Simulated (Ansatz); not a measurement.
# F3H2InO: small, medium and large basis sets

One table from this session's results is given with a row withheld; the runs are named, their logs left out.

Computed with Ansatz 0.2.0, Gaussian basis. Level: one geometry, several basis sets.

Plan: PBE0-D4/def2-SVP; ωB97M-V/def2-SVP; PBE0-D4/def2-QZVPP; ωB97M-V/def2-QZVPP; the functionals' def2-TZVPP values are taken from earlier runs.

### Structure used throughout

An earlier PBE0-D4 in a triple-zeta def2 set relaxation fixed the geometry. In takes the def2 core potential; no spin-orbit term is included.

SMILES `[OH2+][In-]([F])([F])[F]`, 7 atoms, charge 0, spin multiplicity 1.

Atoms are counted from 1 here; the program's logs count them from 0.

Bond lengths: O1–In2 2.260 Å, O1–H6 0.966 Å, O1–H7 0.966 Å, In2–F3 1.945 Å, In2–F4 1.927 Å, In2–F5 1.945 Å. Angles: In2–O1–H6 107.3°, In2–O1–H7 107.5°, H6–O1–H7 107.3°, O1–In2–F3 87.4°, O1–In2–F4 111.2°, O1–In2–F5 87.6°, F3–In2–F4 119.7°, F3–In2–F5 117.9°, F4–In2–F5 119.6°.

The first run:

in.yaml

```yaml
crystal:
  periodic: [false, false, false]
  atoms:
    - {symbol: O, position_ang: [-1.132633, 0.539295, 0.266084]}
    - {symbol: In, position_ang: [0.704058, -0.612493, -0.373198]}
    - {symbol: F, position_ang: [1.046135, -0.939573, 1.513066]}
    - {symbol: F, position_ang: [0.237760, -2.084071, -1.526999]}
    - {symbol: F, position_ang: [1.372354, 1.041535, -1.146930]}
    - {symbol: H, position_ang: [-1.155224, 0.530430, 1.231668]}
    - {symbol: H, position_ang: [-1.011249, 1.456976, -0.009490]}
basis:
  gaussian: {orbitals: def2-SVP}
hamiltonian: {xc: pbe0, dispersion: d4}
output: {orbitals: {seedname: orbitals}}
```

On the command line:

```
ansatz run in.yaml --threads 4 --pin off --events-out ev --progress --plain --max-ram 10444MiB
```

Among the steps run: PBE0-D4 in def2-SVP; ωB97M-V in def2-SVP; PBE0-D4 in def2-QZVPP; ωB97M-V in def2-QZVPP.

One table of the session follows, with a row left open; its other results are not shown here.

It belongs to the step «Functionals by basis». 

```
functional       basis  HOMO (eV)  LUMO (eV)
   PBE0-D4    def2-SVP          ?          ?
   PBE0-D4  def2-TZVPP     -10.42      -2.26
   PBE0-D4  def2-QZVPP     -10.48      -2.34
   ωB97M-V    def2-SVP     -12.54       0.07
   ωB97M-V  def2-TZVPP     -12.94      -0.30
   ωB97M-V  def2-QZVPP     -13.00      -0.53
```

**Question.** Estimate the row for PBE0-D4, def2-SVP.

The run gave: HOMO (eV): -10.07; LUMO (eV): -1.98. In the column «HOMO (eV)» it is the highest.
